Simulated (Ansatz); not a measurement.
# GeH4: the cost of one run

All numbers below are computed with Ansatz 0.2.0 (RKS PBE/def2-SVP).

## (1) The starting structure

Bond lengths: Ge1–H2 1.750 Å, Ge1–H3 1.750 Å, Ge1–H4 1.549 Å, Ge1–H5 1.549 Å. Angles: H2–Ge1–H3 33.5°, H2–Ge1–H4 123.5°, H2–Ge1–H5 123.5°, H3–Ge1–H4 123.6°, H3–Ge1–H5 123.6°, H4–Ge1–H5 109.5°.

Structure file:

```xyz
5

Ge    0.0000    0.0000    0.0000
H     1.0763    0.0000    1.3798
H     1.6596    0.0000    0.5553
H    -0.7300    1.2648   -0.5162
H    -0.7300   -1.2648   -0.5162
```

## (2) A restrained relaxation towards end A

Springs on the bonds that form and break draw the guess towards this end; the thresholds are loose.

Contents of input.yaml:

```yaml
crystal:
  periodic: [false, false, false]
  atoms:
    - { symbol: Ge, position_ang: [0.0, 0.0, 0.0] }
    - { symbol: H, position_ang: [1.0763, 0.0, 1.3798] }
    - { symbol: H, position_ang: [1.6596, 0.0, 0.5553] }
    - { symbol: H, position_ang: [-0.73, 1.2648, -0.5162] }
    - { symbol: H, position_ang: [-0.73, -1.2648, -0.5162] }
basis:
  gaussian: { orbitals: def2-SVP }
hamiltonian:
  xc: pbe
relax:
  f_tol: 0.15
  max_steps: 25
  restrain:
    - { distance: [1, 2], at: 1.86, k: 30.0 }
    - { distance: [0, 1], at: 1.55, k: 30.0 }
    - { distance: [0, 2], at: 1.55, k: 30.0 }
```

Command:

```console
$ ansatz run input.yaml --threads 1 --pin off --max-ram 2048MiB --backend cpu --events-out ev --progress --plain --runs-dir out
```

**Question.** How long does this run take on 1 thread of Arm Neoverse V1, shared host, and how much memory does it need?

About 6.2 s, with a peak of 0.095 GiB.
